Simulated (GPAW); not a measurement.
Wanted: an ASE script for a GPAW 26.7.0 run.

```yaml
Task: adsorb
Functional: PBE
Dispersion: D4
Potentials_or_basis: GPAW PAW data sets (gpaw-data 1.2.1)
Cutoff: 600 eV
Basis: pw
k_mesh: 3 × 3 × 1
Occupations: fermi-dirac, width 0.05 eV
Spin: no spin polarisation
Maxiter: 150
Dipole_layer: yes
Slab_atoms: 12
Molecule_moment: 0
```

The system is H2W4S8O, a slab with vacuum.

```
S W O H
1.0
     6.31600    0.00000    0.00000
    -3.15800    5.46982    0.00000
     0.00000    0.00000   22.32036
S W O H
8 4 1 2
Cartesian
  3.1580 1.8233 8.0000
  1.5790 4.5582 8.0000
  0.0000 1.8233 8.0000
  -1.5790 4.5582 8.0000
  3.1580 1.8233 11.1304
  1.5790 4.5582 11.1304
  0.0000 1.8233 11.1304
  -1.5790 4.5582 11.1304
  1.5790 0.9116 9.5840
  0.0000 3.6465 9.5840
  4.7370 0.9116 9.5840
  3.1580 3.6465 9.5840
  2.4730 2.9313 13.4083
  1.5790 2.7349 13.0304
  2.2869 3.4665 14.2204
```

The cell isn't the ideal one: H2O (tilted) over a hollow site of the (0 0 1) slab of WS2, cut from the database cell, not relaxed.

One way to write it, as run:

run.py

```python
import numpy as np
from ase import Atoms
from ase.calculators.mixing import SumCalculator
from ase.dft.bandgap import bandgap
from ase.io import write
from dftd4.ase import DFTD4
from gpaw import GPAW, PW

atoms = Atoms(['S', 'S', 'S', 'S', 'W', 'W', 'W', 'W', 'S', 'S', 'S', 'S', 'O', 'H', 'H'],
              cell=[[6.3160015371, 0, 0.0],
                    [-3.1580007687, 5.4698177815, 0.0],
                    [0.0, 0.0, 22.320355307]],
              scaled_positions=[[0.6666666667, 0.3333333333, 0.3584172335],
                                [0.6666666667, 0.8333333333, 0.3584172335],
                                [0.1666666667, 0.3333333333, 0.3584172335],
                                [0.1666666667, 0.8333333333, 0.3584172335],
                                [0.3333333333, 0.1666666667, 0.429382762],
                                [0.3333333333, 0.6666666667, 0.429382762],
                                [0.8333333333, 0.1666666667, 0.429382762],
                                [0.8333333333, 0.6666666667, 0.429382762],
                                [0.6666666667, 0.3333333333, 0.4986638946],
                                [0.6666666667, 0.8333333333, 0.4986638946],
                                [0.1666666667, 0.3333333333, 0.4986638946],
                                [0.1666666667, 0.8333333333, 0.4986638946],
                                [0.6594951118, 0.5358996697, 0.6007187217],
                                [0.5, 0.5, 0.5837879876],
                                [0.6789592393, 0.6337561797, 0.6371025511]],
              pbc=True)
atoms.pbc = (True, True, False)

calc = GPAW(mode=PW(600),
            xc='PBE',
            kpts={'size': (3, 3, 1), 'gamma': True},
            occupations={'name': 'fermi-dirac', 'width': 0.05},
            nbands=95,
            convergence={'density': 1e-05, 'energy': 1e-05},
            maxiter=150,
            poissonsolver={'dipolelayer': 'xy'},
            txt='gpaw.txt')
atoms.calc = SumCalculator([calc, DFTD4(method='pbe')])
energy = atoms.get_potential_energy()
forces = atoms.get_forces()
calc.write('gs.gpw')
write('result.traj', atoms)
print(f'Energy: {energy:.6f} eV')
print('Forces (eV/A):')
print(forces.round(4))
print('Fermi level:', round(calc.get_fermi_level(), 4), 'eV')
print(f'Gap: {bandgap(calc)[0]:.4f} eV, direct: {bandgap(calc, direct=True)[0]:.4f} eV')

v = calc.get_electrostatic_potential().mean(axis=(0, 1))
z = np.arange(len(v)) * atoms.cell[2, 2] / len(v)
ef = calc.get_fermi_level()
np.savetxt('planar.dat', np.c_[z, v], fmt='%.4f')
below, above = np.interp([1.5, atoms.cell[2, 2] - 1.5], z, v) - ef
print(f'Work functions: bottom {below:.4f} eV, top {above:.4f} eV')
print('Dipole moment:', *calc.get_dipole_moment().round(5), 'e A')

slab, molecule = atoms[:12], atoms[12:]
molecule.set_initial_magnetic_moments([0.0, 0.0, 0.0])
c1 = GPAW(mode=PW(600),
          xc='PBE',
          kpts={'size': (3, 3, 1), 'gamma': True},
          occupations={'name': 'fermi-dirac', 'width': 0.05},
          nbands=-12,
          convergence={'density': 1e-05, 'energy': 1e-05},
          maxiter=150,
          poissonsolver={'dipolelayer': 'xy'},
          txt='slab.txt')
slab.calc = SumCalculator([c1, DFTD4(method='pbe')])
c2 = GPAW(mode=PW(600),
          xc='PBE',
          kpts={'size': (3, 3, 1), 'gamma': True},
          occupations={'name': 'fermi-dirac', 'width': 0.01},
          nbands=-6,
          convergence={'density': 1e-05, 'energy': 1e-05},
          maxiter=150,
          poissonsolver={'dipolelayer': 'xy'},
          txt='molecule.txt')
molecule.calc = SumCalculator([c2, DFTD4(method='pbe')])
e1, e2 = slab.get_potential_energy(), molecule.get_potential_energy()
print(f'Slab {e1:.6f} eV, molecular layer {e2:.6f} eV, interaction {energy - e1 - e2:.6f} eV')
drho = calc.get_pseudo_density() - c1.get_pseudo_density() - c2.get_pseudo_density()
area = np.linalg.norm(np.cross(*atoms.cell[:2]))
np.savetxt('rearranged.dat', np.c_[np.arange(drho.shape[2]) * atoms.cell[2, 2] / drho.shape[2], drho.mean(axis=(0, 1)) * area], fmt='%.5f')
v1 = c1.get_electrostatic_potential().mean(axis=(0, 1))
print(f'Top work function of the bare slab: {np.interp(atoms.cell[2, 2] - 1.5, z, v1) - c1.get_fermi_level():.4f} eV')
```

Potentials or basis: GPAW PAW data sets (gpaw-data 1.2.1), pw.

Command:

```sh
$ OMP_NUM_THREADS=1 python run.py
```

Results of the run:

```yaml
Largest_force: 1.371 eV/Å
Band_gap_on_the_k_mesh: 1.89 eV, direct
Interaction_energy_at_frozen_geometry: 0.12 eV
Dispersion_energy_per_atom: -0.289 eV
Dipole_across_the_slab: 0.16 e·Å
Ionisation_potential_of_the_upper_face: 4.89 eV
Electron_affinity_of_the_upper_face: 2.99 eV
Work_function_of_the_upper_face: 3.94 eV
Work_function_of_the_lower_face: 4.76 eV
```

Caveat: the k mesh is coarse; the Fermi level lies in a gap; these data sets are soft for forces on short bonds; spin-orbit coupling is left out, which moves the levels of the heavy elements.

Run time: 11 min on 1 thread of Intel(R) Xeon(R) Platinum 8259CL CPU @ 2.50GHz (Skylake/Cascade Lake), with other jobs on the host, peak memory 1.3 GiB.
